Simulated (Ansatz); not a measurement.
# CH4OSiTe: up Jacob's ladder to CCSD(T)

One table from this session's results is given with a row withheld; the runs are named, their logs left out.

Computed with Ansatz 0.2.0, Gaussian basis. Level: functionals in def2-TZVPP, the program's frozen cores in correlated methods.

Plan: PBE-D4, r2SCAN-D4, PBE0-D4, B3LYP-D4, ωB97X-V, ωB97M-V, B2PLYP; CCSD(T)/def2-TZVPP; MP2/def2-QZVPP; extrapolation to the limit.

## The relaxed structure

All runs share one geometry, relaxed beforehand with PBE0-D4 in a triple-zeta def2 set. Te takes the def2 core potential; no spin-orbit term is included.

SMILES `O[SiH]1C[Te]1`, 8 atoms, charge 0, spin multiplicity 1.

Atoms are counted from 1 here; the program's logs count them from 0.

Bond lengths: O1–Si2 1.634 Å, O1–H5 0.960 Å, Si2–C3 1.831 Å, Si2–Te4 2.428 Å, Si2–H6 1.473 Å, C3–Te4 2.247 Å, C3–H7 1.085 Å, C3–H8 1.085 Å. Angles: Si2–O1–H5 116.9°, O1–Si2–C3 121.5°, O1–Si2–Te4 121.6°, O1–Si2–H6 106.9°, C3–Si2–Te4 61.8°, C3–Si2–H6 118.9°, Te4–Si2–H6 120.8°, Si2–C3–Te4 72.3°, Si2–C3–H7 120.3°, Si2–C3–H8 120.7°, Te4–C3–H7 110.6°, Te4–C3–H8 110.9°, H7–C3–H8 113.4°, Si2–Te4–C3 45.9°.

Set-up of the first run:

in.yaml reads:

```yaml
crystal:
  periodic: [false, false, false]
  atoms:
    - {symbol: O, position_ang: [-1.557998, 1.041409, -0.452393]}
    - {symbol: Si, position_ang: [-0.302289, 0.502066, 0.443716]}
    - {symbol: C, position_ang: [1.040246, -0.498842, -0.296734]}
    - {symbol: Te, position_ang: [-0.113579, -1.828175, 1.100206]}
    - {symbol: H, position_ang: [-2.047303, 0.385254, -0.953593]}
    - {symbol: H, position_ang: [0.048557, 1.580989, 1.383047]}
    - {symbol: H, position_ang: [0.958270, -0.856017, -1.318398]}
    - {symbol: H, position_ang: [2.066196, -0.383785, 0.038547]}
basis:
  gaussian: {orbitals: def2-TZVPP}
hamiltonian: {xc: pbe, dispersion: d4}
output: {forces: true, orbitals: {seedname: orbitals}}
```

Run with:

```
ansatz run in.yaml --threads 4 --pin off --events-out ev --progress --plain --max-ram 10444MiB
```

Steps of the session up to this table: PBE-D4 (GGA); r2SCAN-D4 (meta-GGA); PBE0-D4 (hybrid); B3LYP-D4 (hybrid); ωB97X-V (range-separated); ωB97M-V (range-separated); B2PLYP (double hybrid); CCSD(T) in def2-TZVPP; MP2 in def2-QZVPP.

One table of the session follows, with a row left open; its other results are not shown here.

```
            method  atomisation energy (kJ/mol)
            PBE-D4                       2842.2
         r2SCAN-D4                       2798.2
           PBE0-D4                       2782.7
          B3LYP-D4                       2773.6
           ωB97X-V                       2794.3
           ωB97M-V                       2783.6
            B2PLYP                       2750.0
     HF/def2-TZVPP                       1937.3
    MP2/def2-TZVPP                       2778.1
   CCSD/def2-TZVPP                       2655.8
CCSD(T)/def2-TZVPP                       2712.1
           MP2/CBS                       2879.9
       CCSD(T)/CBS                            ?
```

Q: Estimate the row for CCSD(T)/CBS from the others.

**Answer.** atomisation energy (kJ/mol): 2813.9. In the column «atomisation energy (kJ/mol)» it lies between r2SCAN-D4 (2798.2) and PBE-D4 (2842.2).

Among the levels timed on like hardware and quicker than the yardstick, those that no quicker one beats, quickest first: PBE-D4 (1.6 s, +28.3 kJ/mol); r2SCAN-D4 (3 s, -15.7 kJ/mol).

B2PLYP carry no dispersion term (for B3LYP, D4 adds 33.4 kJ/mol).

Caveats from the session: Free atoms (1 O, 1 Si, 1 C, 1 Te, 4 H) were run apart at each level; the atomisation energy is their sum less the molecule, without zero-point or spin-orbit terms. All levels share the lack of spin-orbit coupling, which lowers the free heavy atoms and so the true binding.
